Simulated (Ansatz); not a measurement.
# CuSn3 (I4/mmm) in Ansatz: reference runs

Reference runs on CuSn3: the cell as given and a disturbed copy, then over a range of volumes.

Everything below comes from runs of Ansatz 0.2.0. Logs are shortened: lines on timing, memory, paths and dates and some standing lists are left out, and cuts for length are marked.

### 1 Starting point

Symmetry: I4/mmm, No. 139, tetragonal system. Conventional cell: a = 4.480 Å, b = 4.480 Å, c = 9.741 Å, α = 90.00°, β = 90.00°, γ = 90.00°. Sn (site symmetry 4/mmm) is surrounded by 4 Cu at 3.17 Å and 8 Sn at 3.31 Å. Sn (site symmetry -4m2) has 8 Sn at 3.17 to 3.31 Å and 4 Cu at 3.31 Å as nearest neighbours. Around Cu (site symmetry 4/mmm) lie 12 Sn at 3.17 to 3.31 Å.

The cell comes from a database or a generator and needn't be the stable form of this composition.

### 2 Single point, PBE

Contents of input.yaml:

```yaml
crystal:
  lattice:
    - [-2.239903, 2.239903, 4.870704]
    - [2.239903, -2.239903, 4.870704]
    - [2.239903, 2.239903, -4.870704]
  atoms:
    - { symbol: Sn, position: [0.5, 0.5, 0.0] }
    - { symbol: Sn, position: [0.25, 0.75, 0.5] }
    - { symbol: Sn, position: [0.75, 0.25, 0.5] }
    - { symbol: Cu, position: [0.0, 0.0, 0.0] }
hamiltonian:
  xc: pbe
  pseudopotentials: { kind: paw }
kpoints:
  mp_grid: { grid: [8, 8, 8] }
scf:
  occupations: { method: fermi_dirac, width: 0.05 }
output:
  forces: true
  stress: true
  eigenvalues: true
```

Potentials or basis: Ansatz PAW.

Command:

```bash
$ ansatz run input.yaml --threads 2 --pin off --max-ram 5120MiB --backend cpu --events-out ev --progress --plain --runs-dir out
```

Output:

```text
Warning: RAYON_NUM_THREADS=2 ignored (pool sized by the plan → 2); use --threads N
Engine: ansatz 0.2.0, x86_64-unknown-linux-gnu
Pseudopotentials: kind: paw
Pseudopotential: Sn, paw, valence charge 14, recommended cutoff 420 eV (normal), Sn.paw.azcp
Pseudopotential: Cu, paw, valence charge 19, recommended cutoff 420 eV (normal), Cu.paw.azcp
Functional definition: PBE
  parameter kappa = 0.804
  parameter beta = 0.06672455060314922
  exchange = pbe_x(kappa = kappa, mu = beta*pi^2/3)
  correlation = pbe_c(beta = beta)
Crystal: 4 atoms, lattice volume = 97.749 Å³
Basis set: ecut = 420 eV, 1929 PW (Γ), exchange–correlation on 80×80×80 points (8 copies of the dense FFT grid, shifted against one another)
Bands: 37, of which v1, the nominal top of the filled ones, is band 31 counted from 1 (30 counted from 0)
Symmetry: 16 space group operations
Space group: I4/mmm (ITA 139), of the structure as read, at distance tolerance 4.6e-5 Å
k-points: 59 of 512
Non-local potential: Sn, projectors of the file, l = 0: 2, l = 1: 2, l = 2: 2, l = 3: 2
Non-local potential: Cu, projectors of the file, l = 0: 3, l = 1: 2, l = 2: 3, l = 3: 1
PAW form: soft (Blöchl's): semilocal exchange-correlation on the pseudo side does not see the compensation charge
PAW one-centre angular grid: Sn, 590 points (default); XC on 64 Gauss nodes
PAW one-centre angular grid: Cu, 590 points (default); XC on 64 Gauss nodes
Initial density: superposition of atomic densities (neutral atoms: chi_scale 0, normalization atom), corrected by the library's trained network
Initial wavefunctions: pseudopotential atomic-orbital guess
Functional: x = pbe(κ = 0.804, μ = 0.2195149727645171), c = pbe(β = 0.06672455060314922)
SCF iter   1: F=—  HF=-24696.890436 eV  |F-HF|=—  |Δ(HF+E_count)|=         —  Δρ=2.30e-3  dr2=7.15e-3  ethr=1.77e-3  ⟨swp⟩=6.9  Hψ=9069  notcnv=0  defer=6
preconditioner: auto → Kerker (q_TF=auto, 2.522 Å⁻¹)  [metal: Δε(μ)=0.025 eV  Ē_g=16.744 eV  σ=0.050 eV  W_gap=0.13  n_scr=30 (ndim 8)  ℏωp=27.3 eV  f_vac=0.000  D(μ)=2.09/eV (n_scr^D=10)]
SCF iter   2: F=—  HF=-24696.889946 eV  |F-HF|=—  |Δ(HF+E_count)|=   4.91e-4  Δρ=7.41e-4  dr2=1.59e-3  ethr=1.17e-5  ⟨swp⟩=2.0  Hψ=3233  notcnv=0  defer=11
SCF iter   3: F=—  HF=-24696.889673 eV  |F-HF|=—  |Δ(HF+E_count)|=   2.72e-4  Δρ=6.37e-4  dr2=9.06e-4  ethr=2.60e-6  ⟨swp⟩=2.0  Hψ=2473  notcnv=0  defer=11
SCF iter   4: F=—  HF=-24696.889505 eV  |F-HF|=—  |Δ(HF+E_count)|=   1.68e-4  Δρ=1.14e-4  dr2=2.42e-5  ethr=1.49e-6  ⟨swp⟩=2.0  Hψ=2475  notcnv=0  defer=11
SCF iter   5: F=—  HF=-24696.889506 eV  |F-HF|=—  |Δ(HF+E_count)|=   8.95e-7  Δρ=7.49e-5  dr2=4.99e-6  ethr=3.97e-8  ⟨swp⟩=2.0  Hψ=2786  notcnv=0  defer=11
SCF iter   6: F=—  HF=-24696.889505 eV  |F-HF|=—  |Δ(HF+E_count)|=   9.07e-7  Δρ=1.59e-5  dr2=4.14e-7  ethr=8.18e-9  ⟨swp⟩=2.5  Hψ=3264  notcnv=0  defer=11
SCF iter   7: F=-24696.889505 eV  HF=-24696.889505 eV  |F-HF|=8.68e-8  |Δ(HF+E_count)|=   3.23e-8  Δρ=1.26e-5  dr2=9.88e-8  ethr=1.64e-10  ⟨swp⟩=8.6  Hψ=9183  notcnv=0
SCF 1 converged in 7 iterations: F = -24696.889505 eV  dr2 = 9.88e-8
SCF converged after 7 iterations
Free energy (F): -24696.889505 eV
Harris-Foulkes:  -24696.889505 eV  (|F-HF|=8.68e-8)
Internal energy: -24696.872538 eV  (E = F + TS)
E sigma→0 (E₀):  -24696.881021 eV
Entropy (-TS):   -0.016967 eV (-4.242 meV/atom)
Fermi energy:    10.932103 eV
--- Per-component energies (eV) ---
  E_band       = -700.069515
  E_kinetic    = 856.607214
  E_local      = -7691.945180  (includes V_loc(G=0)·N_el)
  E_nonlocal   = 300.652161
  E_hartree    = 3880.893372
  E_xc         = -1235.640649
  E_vxc        = -400.989745  (∫ρ·V_xc dr)
  E_paw        = -14075.856885  (= ΣΔE_a)
  E_vpaw       = -1526.155567  (= ΣTr[D̂ρ^β])
  E_aug_tail   = 0.000262  (compensation charges beyond the density's cutoff)
  E_ewald      = -6731.582833
  E_smearing   = -0.016967  (= −TS)
  E_closure    = -0.000000  (closes the sum)
  Σ components = -24696.889505   (vs F -24696.889505, Δ=0.00e0)
--- Forces (eV/Å), atoms counted from 1 ---
  atom   1  Sn     0.00000000     0.00000000     0.00000000
  atom   2  Sn    -0.00000000    -0.00000000     0.00000000
  atom   3  Sn     0.00000000    -0.00000000    -0.00000000
  atom   4  Cu     0.00000000    -0.00000000     0.00000000
  max |Σ_I F_I| component: 4.16e-17 eV/Å
--- Stress (GPa, compression-positive) ---
       -0.875588       0.000000       0.000000
        0.000000      -0.875588      -0.000000
        0.000000      -0.000000      -1.257297
  P = ⅓ Tr σ = -1.0028 GPa (-10.028 kbar)
--- Band table (eV; the first three rows and the last of 59) ---
  k-point 0: bands = ["-101.1666", "-58.5663", "-58.5663", "-58.5498", "-10.7371", "-10.6262", "-10.6244", "-10.5725", "-10.5725", "-10.5725", "-10.5725", "-10.5032", "-10.5006", "-10.4781", "-10.4676", "-10.4375", "-10.4291", "-10.4291", "-10.3489", "0.0867", "5.8801", "7.3570", "7.3978", "8.1877", "8.1877", "8.3303", "8.6174", "8.9516", "9.9376", "9.9376", "10.7982", "10.7982", "11.3896", "12.3752", "12.4071", "15.3746", "15.3746"]
  k-point 1: bands = ["-101.1666", "-58.5663", "-58.5663", "-58.5498", "-10.7129", "-10.6154", "-10.6132", "-10.5794", "-10.5696", "-10.5687", "-10.5652", "-10.4972", "-10.4962", "-10.4802", "-10.4770", "-10.4471", "-10.4413", "-10.4335", "-10.3737", "0.3226", "5.9043", "6.2488", "7.3768", "8.2399", "8.3349", "8.4589", "8.6941", "8.8578", "9.2926", "9.9154", "9.9177", "11.0746", "12.8472", "13.5186", "13.5664", "13.6187", "15.7152"]
  k-point 2: bands = ["-101.1666", "-58.5663", "-58.5663", "-58.5498", "-10.6747", "-10.6006", "-10.5994", "-10.5639", "-10.5580", "-10.5566", "-10.5509", "-10.5302", "-10.4916", "-10.4886", "-10.4735", "-10.4648", "-10.4591", "-10.4575", "-10.3977", "1.0257", "5.1243", "5.7127", "7.0617", "7.9147", "8.2142", "8.5085", "8.8146", "8.8263", "9.0917", "9.1574", "9.6140", "10.4690", "13.6190", "15.4137", "15.4698", "15.5501", "16.5284"]
  k-point 58: bands = ["-101.1666", "-58.5663", "-58.5663", "-58.5498", "-10.7327", "-10.6582", "-10.6556", "-10.6556", "-10.6096", "-10.5515", "-10.4917", "-10.4917", "-10.4825", "-10.4789", "-10.4469", "-10.4237", "-10.4237", "-10.4128", "-10.3489", "1.1857", "2.4093", "6.7986", "8.1933", "8.1933", "8.4989", "8.6128", "8.6128", "8.6190", "8.9285", "10.0966", "13.7036", "13.7036", "13.7518", "13.7521", "14.9579", "16.2102", "16.2102"]
```

Run time: 16 s. Hardware: 2 threads of Intel Xeon at 2.50GHz (Skylake/Cascade Lake), shared host; peak memory 0.5 GiB.

Results:

```yaml
Free_energy: -24696.8895 eV
Pressure: -1.0 GPa
Band_gap_on_the_k_mesh: none (metal or under the smearing width)
```

### 3 Single point, PBE (atoms moved at random, drawn with an rms of 0.05 Å)

Contents of input.yaml:

```yaml
crystal:
  lattice:
    - [-2.239903, 2.239903, 4.870704]
    - [2.239903, -2.239903, 4.870704]
    - [2.239903, 2.239903, -4.870704]
  atoms:
    - { symbol: Sn, position: [0.516474, 0.506635, 0.023466] }
    - { symbol: Sn, position: [0.255751, 0.744065, 0.497613] }
    - { symbol: Sn, position: [0.752396, 0.245341, 0.495341] }
    - { symbol: Cu, position: [0.015809, -0.001701, 0.008913] }
hamiltonian:
  xc: pbe
  pseudopotentials: { kind: paw }
kpoints:
  mp_grid: { grid: [8, 8, 8] }
scf:
  occupations: { method: fermi_dirac, width: 0.05 }
output:
  forces: true
  stress: true
  eigenvalues: true
```

Potentials or basis: Ansatz PAW.

Command:

```bash
$ ansatz run input.yaml --threads 2 --pin off --max-ram 5120MiB --backend cpu --events-out ev --progress --plain --runs-dir out
```

Output:

```text
Warning: RAYON_NUM_THREADS=2 ignored (pool sized by the plan → 2); use --threads N
[... 9 set-up lines as earlier in the session ...]
Crystal: 4 atoms, lattice volume = 97.749 Å³
Basis set: ecut = 420 eV, 1929 PW (Γ), exchange–correlation on 80×80×80 points (8 copies of the dense FFT grid, shifted against one another)
Bands: 37, of which v1, the nominal top of the filled ones, is band 31 counted from 1 (30 counted from 0)
Symmetry: 1 space group operations
Space group: P1 (ITA 1), of the structure as read, at distance tolerance 4.6e-5 Å
k-points: 260 of 512 (time reversal used)
[... 8 set-up lines as earlier in the session ...]
SCF iter   1: F=—  HF=-24696.886976 eV  |F-HF|=—  |Δ(HF+E_count)|=         —  Δρ=2.29e-3  dr2=7.07e-3  ethr=1.77e-3  ⟨swp⟩=6.9  Hψ=40052  notcnv=0  defer=12
preconditioner: auto → Kerker (q_TF=auto, 2.522 Å⁻¹)  [metal: Δε(μ)=0.008 eV  Ē_g=16.746 eV  σ=0.050 eV  W_gap=0.04  n_scr=30 (ndim 8)  ℏωp=27.3 eV  f_vac=0.000  D(μ)=2.09/eV (n_scr^D=10)]
SCF iter   2: F=—  HF=-24696.886491 eV  |F-HF|=—  |Δ(HF+E_count)|=   4.85e-4  Δρ=7.47e-4  dr2=1.59e-3  ethr=1.16e-5  ⟨swp⟩=2.0  Hψ=14234  notcnv=0  defer=36
SCF iter   3: F=—  HF=-24696.886224 eV  |F-HF|=—  |Δ(HF+E_count)|=   2.67e-4  Δρ=6.39e-4  dr2=9.06e-4  ethr=2.60e-6  ⟨swp⟩=2.0  Hψ=10878  notcnv=0  defer=36
SCF iter   4: F=—  HF=-24696.886057 eV  |F-HF|=—  |Δ(HF+E_count)|=   1.67e-4  Δρ=1.12e-4  dr2=2.35e-5  ethr=1.49e-6  ⟨swp⟩=2.0  Hψ=10963  notcnv=0  defer=36
SCF iter   5: F=—  HF=-24696.886055 eV  |F-HF|=—  |Δ(HF+E_count)|=   2.00e-6  Δρ=7.64e-5  dr2=5.18e-6  ethr=3.85e-8  ⟨swp⟩=2.0  Hψ=12291  notcnv=0  defer=36
SCF iter   6: F=—  HF=-24696.886054 eV  |F-HF|=—  |Δ(HF+E_count)|=   9.80e-7  Δρ=1.68e-5  dr2=4.58e-7  ethr=8.49e-9  ⟨swp⟩=2.6  Hψ=15554  notcnv=0  defer=36
SCF iter   7: F=—  HF=-24696.886054 eV  |F-HF|=—  |Δ(HF+E_count)|=   2.55e-8  Δρ=1.34e-5  dr2=1.10e-7  ethr=1.64e-10  ⟨swp⟩=8.7  Hψ=40200  notcnv=0
SCF iter   8: F=-24696.886054 eV  HF=-24696.886054 eV  |F-HF|=6.75e-9  |Δ(HF+E_count)|=   8.49e-9  Δρ=2.57e-6  dr2=5.52e-9  ethr=1.64e-10  ⟨swp⟩=4.1  Hψ=28503  notcnv=0
SCF 1 converged in 8 iterations: F = -24696.886054 eV  dr2 = 5.52e-9
SCF converged after 8 iterations
Free energy (F): -24696.886054 eV
Harris-Foulkes:  -24696.886054 eV  (|F-HF|=6.75e-9)
Internal energy: -24696.869066 eV  (E = F + TS)
E sigma→0 (E₀):  -24696.877560 eV
Entropy (-TS):   -0.016988 eV (-4.247 meV/atom)
Fermi energy:    10.931163 eV
--- Per-component energies (eV) ---
  E_band       = -700.163886
  E_kinetic    = 856.636052
  E_local      = -7693.881270  (includes V_loc(G=0)·N_el)
  E_nonlocal   = 300.635588
  E_hartree    = 3881.806622
  E_xc         = -1235.644612
  E_vxc        = -400.998546  (∫ρ·V_xc dr)
  E_paw        = -14075.864476  (= ΣΔE_a)
  E_vpaw       = -1526.165051  (= ΣTr[D̂ρ^β])
  E_aug_tail   = 0.000263  (compensation charges beyond the density's cutoff)
  E_ewald      = -6730.557233
  E_smearing   = -0.016988  (= −TS)
  E_closure    = 0.000000  (closes the sum)
  Σ components = -24696.886054   (vs F -24696.886054, Δ=0.00e0)
--- Forces (eV/Å), atoms counted from 1 ---
  atom   1  Sn    -0.05813362    -0.05857409     0.05018323
  atom   2  Sn     0.03961543    -0.02366096    -0.02835278
  atom   3  Sn     0.00982849     0.05496356    -0.02835294
  atom   4  Cu     0.00868918     0.02727145     0.00652261
  max |Σ_I F_I| component: 5.20e-7 eV/Å
--- Stress (GPa, compression-positive) ---
       -0.862777      -0.016366      -0.039770
       -0.016366      -0.852714      -0.093541
       -0.039770      -0.093541      -1.204258
  P = ⅓ Tr σ = -0.9732 GPa (-9.732 kbar)
--- Band table (eV; the first three rows and the last of 260) ---
  k-point 0: bands = ["-101.1693", "-58.5692", "-58.5686", "-58.5524", "-10.7382", "-10.6273", "-10.6254", "-10.5771", "-10.5769", "-10.5717", "-10.5709", "-10.5039", "-10.4999", "-10.4789", "-10.4687", "-10.4386", "-10.4306", "-10.4281", "-10.3498", "0.0843", "5.8792", "7.3522", "7.3906", "8.1871", "8.1896", "8.3260", "8.6134", "8.9495", "9.9322", "9.9370", "10.7824", "10.8028", "11.3896", "12.3958", "12.4166", "15.3740", "15.3809"]
  k-point 1: bands = ["-101.1693", "-58.5692", "-58.5686", "-58.5524", "-10.7141", "-10.6164", "-10.6142", "-10.5821", "-10.5733", "-10.5686", "-10.5651", "-10.4981", "-10.4961", "-10.4808", "-10.4776", "-10.4481", "-10.4427", "-10.4329", "-10.3746", "0.3199", "5.9037", "6.2471", "7.3700", "8.2355", "8.3328", "8.4557", "8.6926", "8.8563", "9.2915", "9.8843", "9.9447", "11.0746", "12.8508", "13.5063", "13.5800", "13.6334", "15.7146"]
  k-point 2: bands = ["-101.1693", "-58.5692", "-58.5686", "-58.5524", "-10.6761", "-10.6027", "-10.5998", "-10.5679", "-10.5590", "-10.5570", "-10.5511", "-10.5299", "-10.4924", "-10.4892", "-10.4739", "-10.4661", "-10.4599", "-10.4578", "-10.3980", "1.0222", "5.1231", "5.7144", "7.0572", "7.9111", "8.2106", "8.5031", "8.8124", "8.8241", "9.0880", "9.1586", "9.6116", "10.4739", "13.6190", "15.4197", "15.4761", "15.5433", "16.5383"]
  k-point 259: bands = ["-101.1693", "-58.5692", "-58.5686", "-58.5524", "-10.7343", "-10.6599", "-10.6569", "-10.6568", "-10.6101", "-10.5532", "-10.4987", "-10.4924", "-10.4818", "-10.4748", "-10.4487", "-10.4240", "-10.4235", "-10.4132", "-10.3498", "1.1834", "2.4063", "6.7900", "8.1846", "8.2000", "8.5023", "8.6095", "8.6101", "8.6183", "8.9286", "10.0968", "13.7022", "13.7044", "13.7460", "13.7496", "14.9609", "16.2118", "16.2186"]
```

It took 1.9 min on 2 threads of Intel Xeon at 2.50GHz (Skylake/Cascade Lake), shared host; peak memory 0.9 GiB.

Results:

```yaml
Free_energy: -24696.8861 eV
Pressure: -1.0 GPa
Largest_force: 0.097 eV/Å
Band_gap_on_the_k_mesh: none (metal or under the smearing width)
```

Forces in eV/Å, atoms in the order of the input:
```
Sn  -0.058 -0.059  0.050
Sn   0.040 -0.024 -0.028
Sn   0.010  0.055 -0.028
Cu   0.009  0.027  0.007
```

Levels at points of the mesh, in eV from the Fermi level:
```tsv
k point	band 26	band 27	band 28	band 29	band 30	band 31	band 32	band 33	band 34	band 35
(0.00, 0.00, 0.00)	-2.61	-2.32	-1.98	-1.00	-0.99	-0.15	-0.13	0.46	1.46	1.49
(0.00, 0.00, -0.50)	-2.58	-2.23	-2.18	-2.07	-1.99	0.27	0.80	0.87	1.35	6.44
(0.00, -0.50, 0.00)	-2.37	-2.24	-1.95	-0.08	-0.05	0.08	0.24	2.14	2.63	3.23
(0.00, -0.50, -0.50)	-2.37	-2.24	-1.95	-0.13	-0.02	0.08	0.28	2.12	2.64	3.20
(-0.50, 0.00, 0.00)	-2.37	-2.24	-1.95	-0.09	-0.01	0.07	0.21	2.14	2.63	3.24
(-0.50, 0.00, -0.50)	-2.37	-2.24	-1.95	-0.09	-0.03	0.07	0.26	2.13	2.63	3.22
(-0.50, -0.50, 0.00)	-2.58	-2.23	-2.18	-2.07	-1.99	0.26	0.86	0.87	1.27	6.45
(-0.50, -0.50, -0.50)	-2.32	-2.32	-2.31	-2.00	-0.83	2.77	2.77	2.81	2.82	4.03
```

### 4 Single point, PBE, 22.97 Å³/atom (volume scaled by 0.94)

Contents of input.yaml:

```yaml
crystal:
  lattice:
    - [-2.1941778637, 2.1941778637, 4.7712739781]
    - [2.1941778637, -2.1941778637, 4.7712739781]
    - [2.1941778637, 2.1941778637, -4.7712739781]
  atoms:
    - { symbol: Sn, position: [0.5, 0.5, 0.0] }
    - { symbol: Sn, position: [0.25, 0.75, 0.5] }
    - { symbol: Sn, position: [0.75, 0.25, 0.5] }
    - { symbol: Cu, position: [0.0, 0.0, 0.0] }
hamiltonian:
  xc: pbe
  pseudopotentials: { kind: paw }
kpoints:
  mp_grid: { grid: [8, 8, 8] }
scf:
  occupations: { method: fermi_dirac, width: 0.05 }
output:
  forces: true
  stress: true
  eigenvalues: true
```

Command:

```bash
$ ansatz run input.yaml --threads 2 --pin off --max-ram 5120MiB --backend cpu --events-out ev --progress --plain --runs-dir out
```

Wall time 18 s (2 threads of Intel Xeon at 2.50GHz (Skylake/Cascade Lake), shared host); peak memory 0.5 GiB.

Results (log left out):

- Free energy: -24696.8658 eV
- Pressure: 2.5 GPa
- Band gap on the k mesh: none (metal or under the smearing width)

[end of part 1 of 2]
